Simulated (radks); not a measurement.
# Xe⁺ in [Kr] 4d10 5s2 5p5: an all-electron calculation

Aim: the levels, the sizes of the orbitals and the parts of the energy of the xenon ion Xe+.

The numbers are computed with radks (a radial shooting solver on a logarithmic mesh, Libxc functionals) version 1 (scalar-relativistic Kohn-Sham, PBE, spin-polarised, spherical densities, finite nucleus; open shells are filled with parallel spins first), except any that are marked as measured or tabulated.

### Step 1. Starting point

- element: xenon (Z = 54)
- charge: +1
- electrons: 53
- configuration: [Kr] 4d10 5s2 5p5
- nuclear rms radius: 4.7859 fm

Outer shells as boxes (Hund's rule):

Xe⁺
```
[Kr] core
4d [↑↓][↑↓][↑↓][↑↓][↑↓]
5s [↑↓]
5p [↑↓][↑↓][↑ ]
```

### Step 2. Self-consistent calculation

Settings of this run:

```text
Z 54
configuration [Kr] 4d10 5s2 5p5 6s0 4f0
relativity scalar-relativistic
functional pbe,pbe
spin polarised
nucleus finite rms 4.7859 fm
c 137.035999084
```

Command:

```bash
$ python run_ks.py task.json out
```

The same process makes all the runs of this session.

**Question.** What will this run give?

The runs gave:

| quantity | value |
| --- | --- |
| total energy | -7446.58318 hartree |
| exchange-correlation share of it | 2.50 % |
| −T/E | 1.0515 |
| highest occupied level | 5p down, -16.626 eV |
| most extended occupied level | 5p down, <r> = 2.19 bohr |
| radius at density 0.001 e/bohr³ | 4.12 bohr |
| maxima of the radial density | 4 |
| ionisation energy, NIST | 20.975 (semi-emp.) eV |

What this shows: The radial density shows 4 maxima for 5 occupied principal shells; where shells overlap, one shows as a shoulder or not at all. −T/E is 1.052: with relativity the kinetic term as defined here no longer equals −E. Minus the highest eigenvalue, 16.626 eV, is 79 % of the tabulated ionisation energy (20.975 eV); the potential of a semilocal functional falls off too fast, so its top eigenvalue is too shallow. Open shells are spherical and high-spin; term and fine-structure splittings are not resolved. Spin-orbit splitting is averaged out at the scalar-relativistic level.
